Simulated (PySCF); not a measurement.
**[Nd(H2O)]3+: other functionals and bases at one geometry**

Program: PySCF 2.14.0. Level of theory: several levels, as the steps say, no spin–orbit coupling. These are calculated values, not measurements.

## (1) The system as given

4 atoms, charge 3, spin multiplicity 1.

Bond lengths: Nd1–O2 2.259 Å, O2–H3 1.011 Å, O2–H4 1.011 Å. Angles: Nd1–O2–H3 128.8°, Nd1–O2–H4 128.8°, H3–O2–H4 102.5°.

Coordinates:

```xyz
4

Nd    0.0000    0.0000   -0.1158
O     0.0000    0.0000    2.1435
H     0.7885    0.0000    2.7768
H    -0.7885    0.0000    2.7768
```

Formal oxidation states: Nd +3. Each metal's 3 4f electrons lie in its core potential, so multiplicities, spins and levels count the valence alone. An earlier session relaxed this geometry at TPSS, Nd lcecp-1-SVP with ECP49, O def2-SVP, H def2-SVP (singlet, point group C2v).

At TPSS on the finer grid: E = -108.993734 Eh, HOMO -26.06 eV, LUMO -21.26 eV, Mulliken charge on Nd1 +2.54 e, largest force component 0.002 eV/Å. 

Levels to run: r2SCAN; CAM-B3LYP; M06-L; BP86; TPSS, f-in-core-III/TZVP. Hardware: 2 threads of Intel Xeon 6975P-C (Granite Rapids), shared host.

## (2) r2SCAN

File run.py (the lines that set the calculation):

```python
mol = gto.M(atom='''
Nd     0.00000     0.00000    -0.11581
O      0.00000     0.00000     2.14351
H      0.78848     0.00000     2.77684
H     -0.78848     0.00000     2.77684''',
    basis={'Nd': 'lcecp-1-SVP', 'O': 'def2-SVP', 'H': 'def2-SVP'},
    ecp={'Nd': 'lcecp-1-SVP'},
    charge=3, spin=0)
mf = dft.RKS(mol, xc='R2SCAN')
mf.grids.atom_grid = (75, 302)  # f atoms: unpruned, at least (60, 302)
mf = mf.density_fit()  # fitting sets: Nd AutoAux, O def2-universal-JKFIT, H def2-universal-JKFIT
mf.conv_tol = 1e-08; mf.max_cycle = 55
mf.kernel(dm0)  # dm0: the density of the relaxed state
```

Command:

```console
> OMP_NUM_THREADS=2 python run.py
```

**Question.** How long does this run take on 2 threads of Intel Xeon 6975P-C (Granite Rapids), shared host?

About 2.1 s.
